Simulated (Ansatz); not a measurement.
# Cu3Pt: the cost of one run

Computed with the Python package of Ansatz 0.2.0. Level of theory: DFT r2SCAN, plane waves, PAW.

## (1) The structure

The structure is cubic, space group Pm-3m (No. 221). Conventional cell: a = 3.710 Å, b = 3.710 Å, c = 3.710 Å, α = 90.00°, β = 90.00°, γ = 90.00°. Cu (site symmetry 4/mmm) is surrounded by 8 Cu at 2.62 Å and 4 Pt at 2.62 Å. Around Pt (site symmetry m-3m) lie 12 Cu at 2.62 Å.

No structure file is read: the coordinates are typed or built in the script.

## (2) Script

File cu3pt_ecut.py:

```python
"""Cutoff test for Cu3Pt."""

import ansatz as az
import numpy as np
import pandas as pd

vectors = np.array([
    [3.71, 0.0, 0.0],
    [0.0, 3.71, 0.0],
    [0.0, 0.0, 3.71],
])
system = (
    az.Lattice.of(vectors)
    .atom("Cu", (0.0, 0.5, 0.5))
    .atom("Cu", (0.5, 0.0, 0.5))
    .atom("Cu", (0.5, 0.5, 0.0))
    .atom("Pt", (0.0, 0.0, 0.0))
)

calculation = system.calculation().functional("r2SCAN").occupations("cold", width=0.1).kpoints(6, 6, 6).stress()

rows = []
for value in [250, 350, 450, 550, 650]:
    report = calculation.basis(value).run().report
    rows.append((value, report["free_energy_ev"] / len(report["lattice"]["sites"]), report["n_iterations"], sum(report["stress_gpa"][i][i] for i in range(3)) / 3, report["n_pw"]))

table = pd.DataFrame(rows, columns=["cutoff (eV)", "F/atom (eV)", "iterations", "P (GPa)", "plane waves"])
print(table.round(5).to_string(index=False))

# differences from the last row
for row in rows[:-1]:
    shift = 1000 * (row[1] - rows[-1][1])
    print(f"{row[0]}: {shift:+.2f} meV/atom" + ("  (within 5 meV)" if abs(shift) < 5 else ""))
```

## (3) What the engine is handed

The package turns the script's settings into the engine's input (first run):

```yaml
crystal:
  lattice:
    - [3.71, 0.0, 0.0]
    - [0.0, 3.71, 0.0]
    - [0.0, 0.0, 3.71]
  atoms:
    - { symbol: Cu, position: [0.0, 0.5, 0.5] }
    - { symbol: Cu, position: [0.5, 0.0, 0.5] }
    - { symbol: Cu, position: [0.5, 0.5, 0.0] }
    - { symbol: Pt, position: [0.0, 0.0, 0.0] }
basis:
  ecutwfc: 250.0
kpoints:
  mp_grid:
    grid: [6, 6, 6]
hamiltonian:
  xc: r2scan
scf:
  occupations:
    method: cold
    width: 0.1
output:
  stress: true
```

## (4) Running it

Run with:

```
python cu3pt_ecut.py
```

**Question.** How long does this script take on 1 thread of AMD EPYC 7B13 (Zen 3), shared host, and how much memory does it need?

About 19 s, with a peak of 0.67 GiB.
